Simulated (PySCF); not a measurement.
# C4H3BBrP: the cost of one run

Programs: PySCF 2.14.0, with density-fitted response routines of our own. Each step states its level of theory. These are calculated values for one molecule in the gas phase, unless marked as measured. Atoms are numbered from 0 throughout.

## (1) The molecule as given

10 atoms, charge 0, multiplicity 1; geometry from: GFN2-xTB. The atoms were then displaced at random by about 0.01 Å, so the start is not that level's minimum.

Bonds of the start (Å): C0–C1 1.23, C1–C2 1.37, C2–C3 1.17, C3–B4 1.52, B4–P5 1.89, B4–Br6 1.89, C0–H7 1.04, P5–H8 1.37, P5–H9 1.37.

## (2) Optimising the geometry at PBE0-D3(BJ)/def2-SVP

Job settings and geometry (Å):

```
{"job": {"xc": "PBE0", "basis": "def2-SVP", "d3": "d3bj", "grid": 1, "shake": 0.01, "kind": "geom"}, "charge": 0, "multiplicity": 1}
C      3.716680     0.059210    -0.336470
C      2.492380     0.190570    -0.253380
C      1.134190     0.313120    -0.158800
C     -0.022650     0.429310    -0.057310
B     -1.540480     0.508640     0.035580
P     -2.587710    -1.044450     0.301000
Br    -2.380010     2.200580     0.111500
H      4.753400    -0.005780    -0.420210
H     -1.907540    -1.904440    -0.520190
H     -3.607830    -0.767700    -0.575600
```

Run with:

```sh
OMP_NUM_THREADS=1 python probes_run.py task.json out
```

The driver reads the jobs from task.json and runs them one after another.

Q: Estimate the wall time and peak memory of this first job on 1 thread of Intel Xeon 6975P-C, shared host.

About 42 s, with a peak of 0.56 GiB.
